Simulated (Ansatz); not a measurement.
# CH3BrOSn: how energies converge with the basis set

How large a basis does CH3BrOSn need? Two functionals are run in growing sets.

The runs use Ansatz 0.2.0, Gaussian basis; one geometry, several basis sets.

Plan: PBE0-D4/def2-SVP; ωB97M-V/def2-SVP; PBE0-D4/def2-QZVPP; ωB97M-V/def2-QZVPP; the functionals' def2-TZVPP values are taken from earlier runs.

**1. Structure used throughout**

The geometry comes from an earlier relaxation with PBE0-D4 in a triple-zeta def2 set; it is a stationary point, not always the lowest conformer. Sn takes the def2 core potential; no spin-orbit term is included.

7 atoms, charge 0, spin multiplicity 1.

Atoms are counted from 1 here; the program's logs count them from 0.

Bond lengths: C1–O2 1.405 Å, C1–H5 1.095 Å, C1–H6 1.095 Å, C1–H7 1.095 Å, O2–Sn3 1.958 Å, Sn3–Br4 2.546 Å. Angles: O2–C1–H5 109.5°, O2–C1–H6 112.5°, O2–C1–H7 109.5°, H5–C1–H6 108.5°, H5–C1–H7 108.1°, H6–C1–H7 108.5°, C1–O2–Sn3 132.6°, O2–Sn3–Br4 99.3°.

**2. PBE0-D4 in def2-SVP**

in.yaml reads:

```yaml
crystal:
  periodic: [false, false, false]
  atoms:
    - {symbol: C, position_ang: [-0.541409, 0.467991, 0.538185]}
    - {symbol: O, position_ang: [0.641507, 0.841948, -0.120220]}
    - {symbol: Sn, position_ang: [1.866446, -0.129282, -1.298474]}
    - {symbol: Br, position_ang: [0.693006, -2.388154, -1.337714]}
    - {symbol: H, position_ang: [-1.362831, 1.114155, 0.210741]}
    - {symbol: H, position_ang: [-0.819115, -0.573486, 0.343551]}
    - {symbol: H, position_ang: [-0.416404, 0.598729, 1.618331]}
basis:
  gaussian: {orbitals: def2-SVP}
hamiltonian: {xc: pbe0, dispersion: d4}
output: {orbitals: {seedname: orbitals}}
```

The run is started by

```console
$ ansatz run in.yaml --threads 4 --pin off --events-out ev --progress --plain --max-ram 10444MiB
```

Further steps of the session: ωB97M-V in def2-SVP; PBE0-D4 in def2-QZVPP; ωB97M-V in def2-QZVPP.

Q: Predict the results of all the runs planned. Wanted: PBE0-D4: double and triple zeta above quadruple; ωB97M-V: double and triple zeta above quadruple.

**Answer**, as computed:

| quantity | value |
| --- | --- |
| PBE0-D4: double and triple zeta above quadruple | 14.18, 1.67 eV |
| ωB97M-V: double and triple zeta above quadruple | 14.23, 1.61 eV |

**Reading.** PBE0-D4 gains 12.51 eV from double to triple zeta, then 1.67 eV more. These are total energies; as a rule much of such shifts cancels in differences, which this series doesn't test.
